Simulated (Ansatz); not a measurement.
# BH₇NPSi: small, medium and large basis sets

One table from this session's results is given with a row withheld; the runs are named, their logs left out.

Method: one geometry, several basis sets; program: Ansatz 0.2.0, Gaussian basis.

Plan: PBE0-D4/def2-SVP; ωB97M-V/def2-SVP; PBE0-D4/def2-QZVPP; ωB97M-V/def2-QZVPP; the functionals' def2-TZVPP values are taken from earlier runs.

## The relaxed structure

All runs share one geometry, relaxed beforehand with PBE0-D4 in a triple-zeta def2 set.

SMILES `NPB[SiH3]`, 11 atoms, charge 0, spin multiplicity 1.

Atoms are counted from 1 here; the program's logs count them from 0.

Bond lengths: N1–P2 1.677 Å, N1–H5 1.007 Å, N1–H6 1.007 Å, P2–B3 1.797 Å, P2–H7 1.412 Å, B3–Si4 2.002 Å, B3–H8 1.193 Å, Si4–H9 1.490 Å, Si4–H10 1.492 Å, Si4–H11 1.491 Å. Angles: P2–N1–H5 119.3°, P2–N1–H6 117.2°, H5–N1–H6 112.7°, N1–P2–B3 118.8°, N1–P2–H7 110.6°, B3–P2–H7 111.1°, P2–B3–Si4 116.1°, P2–B3–H8 119.9°, Si4–B3–H8 123.2°, B3–Si4–H9 112.3°, B3–Si4–H10 109.1°, B3–Si4–H11 112.6°, H9–Si4–H10 107.4°, H9–Si4–H11 107.8°, H10–Si4–H11 107.4°.

Set-up of the first run:

in.yaml reads:

```yaml
crystal:
  periodic: [false, false, false]
  atoms:
    - {symbol: N, position_ang: [-0.619365, 2.469129, -0.469032]}
    - {symbol: P, position_ang: [-0.780097, 0.826232, -0.174908]}
    - {symbol: B, position_ang: [0.615813, -0.253933, -0.510965]}
    - {symbol: Si, position_ang: [0.544441, -2.069923, 0.327764]}
    - {symbol: H, position_ang: [-0.016458, 3.019231, 0.121144]}
    - {symbol: H, position_ang: [-1.445510, 2.968331, -0.754262]}
    - {symbol: H, position_ang: [-1.296235, 0.602503, 1.120396]}
    - {symbol: H, position_ang: [1.423207, 0.054987, -1.333700]}
    - {symbol: H, position_ang: [0.543961, -3.160798, -0.687229]}
    - {symbol: H, position_ang: [1.750181, -2.260079, 1.186267]}
    - {symbol: H, position_ang: [-0.654536, -2.252581, 1.195126]}
basis:
  gaussian: {orbitals: def2-SVP}
hamiltonian: {xc: pbe0, dispersion: d4}
output: {orbitals: {seedname: orbitals}}
```

Command:

```bash
> ansatz run in.yaml --threads 2 --pin off --events-out ev --progress --plain --max-ram 4352MiB
```

Among the steps run: PBE0-D4 in def2-SVP; ωB97M-V in def2-SVP; PBE0-D4 in def2-QZVPP; ωB97M-V in def2-QZVPP.

One of the session's tables, all rows but one given; the rest of the session is left out.

It belongs to the step «Functionals by basis». 

| functional | basis | HOMO (eV) | LUMO (eV) |
| --- | --- | --- | --- |
| PBE0-D4 | def2-SVP | -6.95 | -1.68 |
| PBE0-D4 | def2-TZVPP | -7.00 | -1.83 |
| PBE0-D4 | def2-QZVPP | -7.01 | -1.86 |
| ωB97M-V | def2-SVP | ? | ? |
| ωB97M-V | def2-TZVPP | -9.07 | 0.06 |
| ωB97M-V | def2-QZVPP | -9.09 | 0.00 |

Q: Estimate the row for ωB97M-V, def2-SVP from the others.

**Answer.** HOMO (eV): -8.99; LUMO (eV): 0.30. In the column «HOMO (eV)» it lies between ωB97M-V, def2-TZVPP (-9.07) and PBE0-D4, def2-QZVPP (-7.01).
